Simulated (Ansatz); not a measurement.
# CH₇NSSi: small, medium and large basis sets

One table from this session's results is given with a row withheld; the runs are named, their logs left out.

The runs use Ansatz 0.2.0, Gaussian basis; one geometry, several basis sets.

Levels to be run: PBE0-D4/def2-SVP; ωB97M-V/def2-SVP; PBE0-D4/def2-QZVPP; ωB97M-V/def2-QZVPP; the functionals' def2-TZVPP values are taken from earlier runs.

## Structure used throughout

An earlier PBE0-D4 in a triple-zeta def2 set relaxation fixed the geometry.

SMILES `NCS[SiH3]`, 11 atoms, charge 0, spin multiplicity 1.

Atoms are counted from 1 here; the program's logs count them from 0.

Bond lengths: N1–C2 1.438 Å, N1–H5 1.012 Å, N1–H6 1.011 Å, C2–S3 1.833 Å, C2–H7 1.091 Å, C2–H8 1.099 Å, S3–Si4 2.124 Å, Si4–H9 1.489 Å, Si4–H10 1.483 Å, Si4–H11 1.488 Å. Angles: C2–N1–H5 111.1°, C2–N1–H6 111.4°, H5–N1–H6 108.8°, N1–C2–S3 108.0°, N1–C2–H7 108.9°, N1–C2–H8 115.3°, S3–C2–H7 108.3°, S3–C2–H8 107.9°, H7–C2–H8 108.2°, C2–S3–Si4 99.2°, S3–Si4–H9 110.7°, S3–Si4–H10 106.2°, S3–Si4–H11 112.4°, H9–Si4–H10 110.4°, H9–Si4–H11 107.7°, H10–Si4–H11 109.5°.

The first run:

File in.yaml:

```yaml
crystal:
  periodic: [false, false, false]
  atoms:
    - {symbol: N, position_ang: [-0.875209, 2.047809, 0.020241]}
    - {symbol: C, position_ang: [-0.230322, 0.846103, -0.435844]}
    - {symbol: S, position_ang: [0.908107, 0.277902, 0.883503]}
    - {symbol: Si, position_ang: [0.919040, -1.801797, 0.451004]}
    - {symbol: H, position_ang: [-1.347737, 2.518769, -0.740184]}
    - {symbol: H, position_ang: [-1.546934, 1.851156, 0.750470]}
    - {symbol: H, position_ang: [0.361538, 1.077554, -1.322638]}
    - {symbol: H, position_ang: [-0.906263, 0.014973, -0.680906]}
    - {symbol: H, position_ang: [-0.464277, -2.351279, 0.474090]}
    - {symbol: H, position_ang: [1.744696, -2.438574, 1.505802]}
    - {symbol: H, position_ang: [1.502961, -2.099515, -0.885039]}
basis:
  gaussian: {orbitals: def2-SVP}
hamiltonian: {xc: pbe0, dispersion: d4}
output: {orbitals: {seedname: orbitals}}
```

Launch:

```bash
$ ansatz run in.yaml --threads 4 --pin off --events-out ev --progress --plain --max-ram 10444MiB
```

Among the steps run: PBE0-D4 in def2-SVP; ωB97M-V in def2-SVP; PBE0-D4 in def2-QZVPP; ωB97M-V in def2-QZVPP.

One table of the session follows, with a row left open; its other results are not shown here.

It belongs to the step «Functionals by basis». 

| functional | basis | HOMO (eV) | LUMO (eV) |
| --- | --- | --- | --- |
| PBE0-D4 | def2-SVP | -6.71 | 0.61 |
| PBE0-D4 | def2-TZVPP | -6.85 | 0.20 |
| PBE0-D4 | def2-QZVPP | -6.89 | 0.02 |
| ωB97M-V | def2-SVP | -8.90 | 2.54 |
| ωB97M-V | def2-TZVPP | ? | ? |
| ωB97M-V | def2-QZVPP | -9.10 | 1.47 |

**Question.** Estimate the row for ωB97M-V, def2-TZVPP.

**Answer.** HOMO (eV): -9.06; LUMO (eV): 1.88. In the column «HOMO (eV)» it lies between ωB97M-V, def2-QZVPP (-9.10) and ωB97M-V, def2-SVP (-8.90).
